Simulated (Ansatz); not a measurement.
# C2H4ClGe radical: a ladder of functionals and wavefunction methods

An exercise on one series of results from a longer session: the logs are not shown, and one member is left open.

The runs use Ansatz 0.2.0, Gaussian basis; functionals in def2-TZVPP, the program's frozen cores in correlated methods.

The runs, in order: LDA (SPW92), PBE-D4, revPBE-D4, BLYP-D4, r2SCAN-D4, B97M-V, PBE0-D4, B3LYP-D4, r2SCANh-D4, r2SCAN0-D4, HSE06-D4, BHLYP-D4, CAM-B3LYP-D4, LC-ωPBE, ωB97X-V, ωB97M-V, B2PLYP, PBE-QIDH; CCSD(T)/def2-SVP; CCSD(T)/def2-TZVPP; MP2/def2-QZVPP; extrapolation to the limit; RPA on PBE.

### The geometry

All runs share one geometry, relaxed beforehand with PBE0-D4 in a triple-zeta def2 set.

8 atoms, charge 0, spin multiplicity 2.

Atoms are counted from 1 here; the program's logs count them from 0.

Bond lengths: C1–C2 1.330 Å, C1–H5 1.086 Å, C1–H6 1.086 Å, C2–Ge3 1.928 Å, C2–H7 1.088 Å, Ge3–Cl4 2.163 Å, Ge3–H8 1.549 Å. Angles: C2–C1–H5 121.5°, C2–C1–H6 121.8°, H5–C1–H6 116.7°, C1–C2–Ge3 123.6°, C1–C2–H7 120.0°, Ge3–C2–H7 116.3°, C2–Ge3–Cl4 108.0°, C2–Ge3–H8 113.4°, Cl4–Ge3–H8 107.1°.

The first run:

Input file in.yaml:

```yaml
crystal:
  periodic: [false, false, false]
  atoms:
    - {symbol: C, position_ang: [-0.125423, 1.319374, -0.186089]}
    - {symbol: C, position_ang: [0.497674, 0.193872, -0.524645]}
    - {symbol: Ge, position_ang: [0.426298, -1.422838, 0.523829]}
    - {symbol: Cl, position_ang: [-1.191392, -1.227066, 1.947011]}
    - {symbol: H, position_ang: [-0.035914, 2.219987, -0.786647]}
    - {symbol: H, position_ang: [-0.758723, 1.380093, 0.693572]}
    - {symbol: H, position_ang: [1.138368, 0.169909, -1.403687]}
    - {symbol: H, position_ang: [0.141412, -2.690431, -0.319044]}
basis:
  gaussian: {orbitals: def2-TZVPP}
magnetization: {spin_polarized: true, initial_magnetization: 1}
hamiltonian: {xc: lda}
output: {orbitals: {seedname: orbitals}}
```

Started as:

```
> ansatz run in.yaml --threads 4 --pin off --events-out ev --progress --plain --max-ram 10444MiB
```

Among the steps run: LDA; PBE-D4 (GGA); revPBE-D4 (GGA); BLYP-D4 (GGA); r2SCAN-D4 (meta-GGA); B97M-V (meta-GGA); PBE0-D4 (hybrid); B3LYP-D4 (hybrid); r2SCANh-D4 (hybrid); r2SCAN0-D4 (hybrid); HSE06-D4 (hybrid); BHLYP-D4 (hybrid); CAM-B3LYP-D4 (range-separated); LC-ωPBE (range-separated); ωB97X-V (range-separated); ωB97M-V (range-separated); B2PLYP (double hybrid); PBE-QIDH (double hybrid).

One of the session's tables, all rows but one given; the rest of the session is left out.

| functional | HOMO (eV) | LUMO (eV) | gap (eV) |
| --- | --- | --- | --- |
| LDA (SPW92) | ? | ? | ? |
| PBE-D4 | -5.09 | -3.96 | 1.13 |
| revPBE-D4 | -5.06 | -3.82 | 1.24 |
| BLYP-D4 | -4.89 | -3.96 | 0.93 |
| r2SCAN-D4 | -5.45 | -3.62 | 1.83 |
| B97M-V | -5.28 | -4.02 | 1.26 |
| PBE0-D4 | -6.18 | -3.05 | 3.13 |
| B3LYP-D4 | -5.91 | -3.43 | 2.48 |
| r2SCANh-D4 | -5.85 | -3.29 | 2.56 |
| r2SCAN0-D4 | -6.45 | -2.81 | 3.64 |
| HSE06-D4 | -5.79 | -3.43 | 2.37 |
| BHLYP-D4 | -7.09 | -2.22 | 4.87 |
| CAM-B3LYP-D4 | -7.37 | -2.15 | 5.22 |
| LC-ωPBE | -8.77 | -0.76 | 8.00 |
| ωB97X-V | -8.27 | -1.19 | 7.08 |
| ωB97M-V | -8.11 | -1.26 | 6.86 |

**Question.** Estimate the row for LDA (SPW92).

The run gave: HOMO (eV): -5.14; LUMO (eV): -4.32; gap (eV): 0.81. In the column «HOMO (eV)» it lies between B97M-V (-5.28) and PBE-D4 (-5.09).

Caveats from the session: The UHF reference is spin-contaminated (⟨S²⟩ = 0.85 against 0.75).
